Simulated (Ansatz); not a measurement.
# BaNaCa2: the cost of one run

Method: DFT PBE, scalar-relativistic, plane waves, PAW, in Ansatz 0.2.0.

## (1) The starting structure

It takes space group P-6m2 (No. 187, hexagonal). Conventional cell: a = 4.179 Å, b = 4.179 Å, c = 12.461 Å, α = 90.00°, β = 90.00°, γ = 120.00°. Na (site symmetry -6m2) is surrounded by 6 Ca at 3.76 Å and 6 Na at 4.18 Å. Around Ba (site symmetry -6m2) lie 6 Ca at 4.12 Å and 6 Ba at 4.18 Å. Around Ca (site symmetry 3m) lie 3 Na at 3.76 Å and 3 Ba at 4.12 Å and 6 Ca at 4.18 Å.

Structure file:

```
Na Ba Ca
1.0
     4.17889    0.00000    0.00000
    -2.08944    3.61902    0.00000
     0.00000    0.00000   12.46114
Na Ba Ca
1 1 2
Cartesian
  0.0000 2.4127 0.0000
  0.0000 2.4127 6.2306
  0.0000 0.0000 9.5742
  0.0000 0.0000 2.8870
```

A structure generator made this guess: close-packed layers stacked ABAB|A (P-6m2, No. 187). The dimensions are guesses.

## (2) The guess as it stands, on a coarse mesh

The input, input.yaml:

```yaml
crystal:
  lattice:
    - [4.17888982, 0.0, 0.0]
    - [-2.08944491, 3.61902474, 0.0]
    - [0.0, 0.0, 12.4611359]
  atoms:
    - { symbol: Na, position: [0.33333333, 0.66666667, 0.0] }
    - { symbol: Ba, position: [0.33333333, 0.66666667, 0.5] }
    - { symbol: Ca, position: [0.0, 0.0, 0.76832143] }
    - { symbol: Ca, position: [0.0, 0.0, 0.23167857] }
basis:
  ecutwfc: 420
kpoints:
  mp_grid: { grid: [6, 6, 2] }
hamiltonian:
  xc: pbe
scf:
  occupations: { method: gaussian, width: 0.1 }
  lower_state_search: "off"
output:
  forces: true
  stress: true
  eigenvalues: true
```

Command:

```console
ansatz run input.yaml --threads 1 --pin off --max-ram 2560MiB --backend cpu --events-out ev --progress --plain --runs-dir out
```

**Question.** How long does this run take on 1 thread of Intel Xeon at 2.50GHz (Skylake/Cascade Lake), shared host, and how much memory does it need?

About 15 s, with a peak of 0.41 GiB.
